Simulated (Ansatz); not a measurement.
# MoSi+ (doublet): wave-function methods side by side, def2-TZVPP

The task here is to estimate one member of a computed series from the others.

Program: Ansatz 0.2.0, Gaussian basis. Level of theory: def2-TZVPP, core rule «outside noble gas», up to 9 orbitals frozen. These are calculated values, not measurements.

To be run: UHF; ROHF; CCSD(T) on UHF.

2 further runs of the same task are left out: 2 set aside as unsound or not needed.

## The geometry

The geometry is a PBE0/def2-TZVP stationary point (not a proven minimum) of the parent state, kept for this charge and spin. No spin-orbit coupling is included. Elements past krypton take def2 core potentials.

2 atoms, charge 1, spin multiplicity 2.

Atoms are counted from 1 here; the program's logs count them from 0.

Bond lengths: Mo1–Si2 2.214 Å.

Set-up of the first run:

Contents of in.yaml:

```yaml
crystal:
  periodic: [false, false, false]
  atoms:
    - {symbol: Mo, position_ang: [0.000000, 0.000000, 0.000000]}
    - {symbol: Si, position_ang: [0.000000, 0.000000, 2.214400]}
basis:
  gaussian: {orbitals: def2-TZVPP}
total_charge: 1
magnetization: {spin_polarized: true, initial_magnetization: 1}
hamiltonian: {xc: hf}
output: {orbitals: {seedname: orbitals}}
```

The run is started by

```console
ansatz run in.yaml --threads 1 --pin off --events-out ev --progress --plain --max-ram 4096MiB --backend cpu
```

Among the steps run: UHF; ROHF; CCSD(T) on UHF.

One of the session's tables, all rows but one given; the rest of the session is left out.

It belongs to the step «Misses and costs». 

```
  method  from UCCSD(T) (kJ/mol)
    ROHF                       ?
    UMP2                  +164.6
   UCCSD                   +49.7
UCCSD(T)                       0
```

Q: Estimate the row for ROHF from the others.

As computed: from UCCSD(T) (kJ/mol): +809.5. In the column «from UCCSD(T) (kJ/mol)» it is the highest.

Left out of the table: UHF (another determinant or state than the rows shown).

Limits of these values: The determinant is far from a pure spin state, so its energy mixes those of several spin states (harmless only where they are near-degenerate, as at dissociation). Warnings: spin contamination; coupled cluster took another determinant than the lowest.
